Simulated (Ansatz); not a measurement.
# CH3BClNOTe: how energies converge with the basis set

How large a basis does CH3BClNOTe need? Two functionals are run in growing sets.

Computed with Ansatz 0.2.0, Gaussian basis. Level: one geometry, several basis sets.

The runs, in order: PBE0-D4/def2-SVP; ωB97M-V/def2-SVP; PBE0-D4/def2-QZVPP; ωB97M-V/def2-QZVPP; the functionals' def2-TZVPP values are taken from earlier runs.

## 1. Structure used throughout

The geometry comes from an earlier relaxation with PBE0-D4 in a triple-zeta def2 set; it is a stationary point, not always the lowest conformer. Te takes the def2 core potential; no spin-orbit term is included.

SMILES `OC1([TeH])NB1Cl`, 9 atoms, charge 0, spin multiplicity 1.

Atoms are counted from 1 here; the program's logs count them from 0.

Bond lengths: O1–C2 1.396 Å, O1–H7 0.962 Å, C2–Te3 2.166 Å, C2–N4 1.433 Å, C2–B5 1.551 Å, Te3–H8 1.661 Å, N4–B5 1.351 Å, N4–H9 1.007 Å, B5–Cl6 1.718 Å. Angles: C2–O1–H7 108.0°, O1–C2–Te3 112.6°, O1–C2–N4 112.8°, O1–C2–B5 122.1°, Te3–C2–N4 119.6°, Te3–C2–B5 122.4°, N4–C2–B5 53.6°, C2–Te3–H8 93.2°, C2–N4–B5 67.6°, C2–N4–H9 134.3°, B5–N4–H9 158.0°, C2–B5–N4 58.7°, C2–B5–Cl6 155.9°, N4–B5–Cl6 145.3°.

Coordinates:

```
O    -0.2179   -1.2818    0.8197
C    -0.1085   -0.1810   -0.0310
Te    0.8486   -0.6750   -1.9097
N     0.2636    1.0195    0.6584
B    -0.9842    1.0872    0.1463
Cl   -2.3997    2.0499   -0.0034
H    -0.5627   -2.0196    0.3074
H     2.1656   -1.3613   -1.1661
H     1.0836    1.3159    1.1613
```

## 2. PBE0-D4 in def2-SVP

in.yaml reads:

```yaml
crystal:
  periodic: [false, false, false]
  atoms:
    - {symbol: O, position_ang: [-0.217935, -1.281768, 0.819727]}
    - {symbol: C, position_ang: [-0.108505, -0.180951, -0.031032]}
    - {symbol: Te, position_ang: [0.848615, -0.675005, -1.909728]}
    - {symbol: N, position_ang: [0.263625, 1.019461, 0.658439]}
    - {symbol: B, position_ang: [-0.984180, 1.087185, 0.146271]}
    - {symbol: Cl, position_ang: [-2.399731, 2.049850, -0.003438]}
    - {symbol: H, position_ang: [-0.562683, -2.019636, 0.307394]}
    - {symbol: H, position_ang: [2.165648, -1.361343, -1.166075]}
    - {symbol: H, position_ang: [1.083649, 1.315907, 1.161342]}
basis:
  gaussian: {orbitals: def2-SVP}
hamiltonian: {xc: pbe0, dispersion: d4}
output: {orbitals: {seedname: orbitals}}
```

On the command line:

```
> ansatz run in.yaml --threads 4 --pin off --events-out ev --progress --plain --max-ram 10444MiB
```

Further steps of the session: ωB97M-V in def2-SVP; PBE0-D4 in def2-QZVPP; ωB97M-V in def2-QZVPP.

Before running them: what should the planned runs give, taken together? Wanted: PBE0-D4: double and triple zeta above quadruple; ωB97M-V: double and triple zeta above quadruple.

**Answer**, as computed:

```
                                       quantity           value
PBE0-D4: double and triple zeta above quadruple  11.30, 0.71 eV
ωB97M-V: double and triple zeta above quadruple  11.38, 0.67 eV
```

**Reading.** PBE0-D4 gains 10.59 eV from double to triple zeta, then 0.71 eV more. Total energies overstate the basis error of differences, where much of it tends to cancel. The LUMO of ωB97M-V is positive and keeps falling with the basis (1.44 to 0.88 eV): an unbound level that the basis holds in place.
